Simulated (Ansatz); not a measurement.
# Al₂GaH (singlet): the correlation ladder, cc-pVTZ

The task here is to estimate one member of a computed series from the others.

The runs use Ansatz 0.2.0, Gaussian basis; cc-pVTZ, core rule «outside noble gas», up to 24 orbitals frozen.

Plan: UHF; CCSD(T) on RHF; CCSD(T) on UHF; BCCD(T) on RHF; CCSDT(Q) on RHF; CCSDT(Q) on UHF.

4 further runs of the same task are left out: 4 set aside as unsound or not needed. Runs told in other sessions of the task aren't counted.

### What is computed

The geometry is a PBE0/def2-TZVP stationary point (not a proven minimum). No spin-orbit coupling is included. The filled d shell of Ga may be among the frozen orbitals whatever the setting's name suggests.

4 atoms, charge 0, spin multiplicity 1.

Atoms are counted from 1 here; the program's logs count them from 0.

Bond lengths: Al1–Ga2 2.698 Å, Ga2–Al3 2.698 Å, Ga2–H4 1.623 Å. Angles: Al1–Ga2–Al3 146.7°, Al1–Ga2–H4 106.6°, Al3–Ga2–H4 106.6°.

As a file:

```mol
Al2GaH
  3D, bonds by distance, orders not assigned

  4  3  0  0  0  0  0  0  0  0999 V2000
    0.0000   -0.4511   -2.5847 Al  0  0
    0.0000    0.3210    0.0000 Ga  0  0
    0.0000   -0.4511    2.5847 Al  0  0
    0.0000    1.9444    0.0000 H   0  0
  1  2  8  0
  2  3  8  0
  2  4  8  0
M  END
```

The first run:

The input, in.yaml:

```yaml
crystal:
  periodic: [false, false, false]
  atoms:
    - {symbol: Al, position_ang: [0.000000, -0.451085, -2.584700]}
    - {symbol: Ga, position_ang: [0.000000, 0.321015, 0.000000]}
    - {symbol: Al, position_ang: [0.000000, -0.451085, 2.584700]}
    - {symbol: H, position_ang: [0.000000, 1.944415, 0.000000]}
basis:
  gaussian: {orbitals: cc-pVTZ}
magnetization: {spin_polarized: true, initial_magnetization: 0}
hamiltonian: {xc: hf}
output: {orbitals: {seedname: orbitals}}
```

The run is started by

```
$ ansatz run in.yaml --threads 1 --pin off --events-out ev --progress --plain --max-ram 4096MiB --backend cpu
```

Steps of the session up to this table: UHF; CCSD(T) on RHF; CCSD(T) on UHF; BCCD(T) on RHF; CCSDT(Q) on RHF; CCSDT(Q) on UHF.

One table of the session follows, with a row left open; its other results are not shown here.

```
   method  from RCCSDT(Q) (kJ/mol)
      RHF                   +597.3
      UHF                   +548.6
     RMP2                   +150.3
     UMP2                   +167.8
    RCCSD                    +29.7
    UCCSD                    +30.1
 RCCSD(T)                     +6.7
 UCCSD(T)                        ?
  BCCD(T)                     +6.5
   RCCSDT                     +1.9
   UCCSDT                     +1.7
RCCSDT(Q)                        0
UCCSDT(Q)                     -0.2
```

**Question.** Estimate the row for UCCSD(T).

**Answer.** from RCCSDT(Q) (kJ/mol): +6.8. In the column «from RCCSDT(Q) (kJ/mol)» it lies between RCCSD(T) (+6.7) and RCCSD (+29.7).

With the free atoms at the same levels and basis (separate runs), the atomisation energy is 5.235 eV at RCCSDT(Q), 5.200 eV at RCCSD(T), 5.199 eV at UCCSD(T), 3.207 eV at RHF.

To keep in mind: The determinant of HF (⟨S²⟩ 1.33) is far from a pure spin state, so its energy mixes those of several spin states; that is harmless only where they are near-degenerate. The determinant of CCSD(T) (⟨S²⟩ 1.33) is far from a pure spin state, so its energy mixes those of several spin states; high orders of coupled cluster remove much of that, low ones don't. The determinant of CCSDT(Q) (⟨S²⟩ 1.33) is far from a pure spin state, so its energy mixes those of several spin states; high orders of coupled cluster remove much of that, low ones don't. Restricted and unrestricted rows rest on different reference determinants; a gap between their highest levels can come from leftover correlation error, from unlike frozen cores or from another state.
